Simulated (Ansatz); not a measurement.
# Si5Ni19: the cost of one run

Program: Ansatz 0.2.0. Level of theory: DFT PBE, scalar-relativistic, plane waves, PAW. These are calculated values, not measurements.

### 1 The system as given

The cell holds 24 atoms (Ni19Si5): a = 6.746 Å, b = 6.553 Å, c = 6.326 Å, α = 88.94°, β = 93.13°, γ = 93.55°.

It is the last frame of an earlier stage of the same melt, run at 1800 K.

Structure file:

```
Ni Si
1.0
     6.74052   -0.20546   -0.17739
    -0.20546    6.54986    0.05689
    -0.17739    0.05689    6.32357
Ni Si
19 5
Direct
  0.73212 0.08831 0.97947
  0.61237 0.00996 0.29925
  0.64861 0.37930 0.35383
  0.27674 0.53441 0.21995
  0.15545 0.50547 0.83076
  0.95042 0.24564 0.30727
  0.31782 0.89106 0.56764
  0.53595 0.14727 0.66236
  0.26121 0.87439 0.17340
  0.54033 0.80190 0.91753
  0.61017 0.68171 0.20125
  0.43879 0.47138 0.59854
  0.85643 0.37852 0.69165
  0.03334 0.64217 0.43469
  0.33423 0.21310 0.01856
  0.86464 0.73031 0.79358
  0.85699 0.02468 0.58926
  0.33904 0.16276 0.36699
  0.92320 0.52638 0.07206
  0.56345 0.43902 0.91183
  0.62282 0.78839 0.56360
  0.90539 0.89927 0.19691
  0.16333 0.90166 0.85300
  0.16935 0.21646 0.62690
```

### 2 Stage at 1000 K

One k point, a Fermi-Dirac width of 0.086 eV and a fixed cell.

The input, input.yaml:

```yaml
crystal:
  lattice:
    - [6.740522, -0.205461, -0.177392]
    - [-0.205461, 6.549861, 0.056888]
    - [-0.177392, 0.056888, 6.323575]
  atoms:
    - { symbol: Ni, position: [0.7321243698, 0.0883076321, 0.9794714643] }
    - { symbol: Ni, position: [0.6123717872, 0.0099617784, 0.2992533943] }
    - { symbol: Ni, position: [0.6486139813, 0.3793010239, 0.3538278086] }
    - { symbol: Ni, position: [0.2767406715, 0.5344083188, 0.2199473943] }
    - { symbol: Ni, position: [0.155451106, 0.5054735287, 0.8307564293] }
    - { symbol: Ni, position: [0.9504225865, 0.2456385003, 0.3072726909] }
    - { symbol: Ni, position: [0.3178241911, 0.8910584125, 0.5676409036] }
    - { symbol: Ni, position: [0.5359542154, 0.1472651088, 0.6623559503] }
    - { symbol: Ni, position: [0.2612065272, 0.8743929975, 0.1733979811] }
    - { symbol: Ni, position: [0.5403320626, 0.8018972703, 0.9175272363] }
    - { symbol: Ni, position: [0.610167319, 0.6817117897, 0.201253899] }
    - { symbol: Ni, position: [0.4387852959, 0.471382224, 0.5985384707] }
    - { symbol: Ni, position: [0.8564341177, 0.3785206368, 0.6916547465] }
    - { symbol: Ni, position: [0.0333394404, 0.6421662022, 0.4346859732] }
    - { symbol: Ni, position: [0.3342260026, 0.2130976335, 0.0185586709] }
    - { symbol: Ni, position: [0.8646369369, 0.7303106205, 0.7935759461] }
    - { symbol: Ni, position: [0.8569945328, 0.0246798543, 0.5892587626] }
    - { symbol: Ni, position: [0.3390422823, 0.1627584715, 0.3669917528] }
    - { symbol: Ni, position: [0.9232036462, 0.5263771469, 0.0720562687] }
    - { symbol: Si, position: [0.5634531048, 0.4390178853, 0.9118262229] }
    - { symbol: Si, position: [0.6228150314, 0.7883895162, 0.5635972513] }
    - { symbol: Si, position: [0.9053855759, 0.8992736665, 0.1969060635] }
    - { symbol: Si, position: [0.1633319354, 0.9016554907, 0.8530003726] }
    - { symbol: Si, position: [0.1693495099, 0.2164582722, 0.626899598] }
  symmetry: { detect: false }
basis:
  ecutwfc: 420
  xc_grid: 1
kpoints:
  mp_grid: { grid: [1, 1, 1], shift: [0.25, 0.25, 0.25] }
hamiltonian:
  xc: pbe
scf:
  occupations: { method: fermi_dirac, width: 0.0862 }
  lower_state_search: "off"
  convergence: { dr2_threshold: 1.0e-05 }
output:
  forces: true
  stress: true
md:
  timestep: 3.0
  n_steps: 108
  ensemble: nvt_langevin
  friction: 0.015
  temperature: 1000.0
  initial_velocities: maxwell_boltzmann
  seed: 78583
```

Run with:

```bash
$ ansatz run input.yaml --threads 2 --pin off --max-ram 5120MiB --backend cpu --events-out ev --progress --plain --runs-dir out
```

**Question.** How long does this run take on 2 threads of Intel Xeon at 2.70GHz, shared host, and how much memory does it need?

About 8.5 min, with a peak of 0.67 GiB.
